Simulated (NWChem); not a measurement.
Tetragonal strain in BP (zincblende structure): the shear constant

Everything below was run with NWChem. Level: PBE, Troullier-Martins pseudopotentials (valence charges P 5, B 3), cutoff 30 Ha, shifted 4×4×4 mesh, two-atom cell, no spin-orbit coupling. The cubic cell (a = 4.534 Å, near this level's equilibrium) is stretched by 1 + δ along x and y and by (1 + δ)^−2 along z, at constant volume; symmetry keeps the atoms on their sites.

| δ | E − E(0) (meV/cell) |
|---|---|
| -0.020 | 53.27 |
| -0.010 | 13.53 |
| -0.005 | 3.71 |
| 0.000 | 0.00 |
| 0.005 | 3.05 |
| 0.010 | ? |
| 0.020 | 45.23 |

The cell volume is 23.31 Å³. To second order E − E(0) = 3V(C₁₁ − C₁₂)δ². Fit Aδ² + Bδ³, give C₁₁ − C₁₂, and predict the withheld row.

A ≈ 120 eV and B ≈ -510 eV, with a largest residual of 0.68 meV, so C₁₁ − C₁₂ = A/(3V) ≈ 280 GPa. The fit predicts 11.83 meV at δ = 0.010; the run gave 11.81.
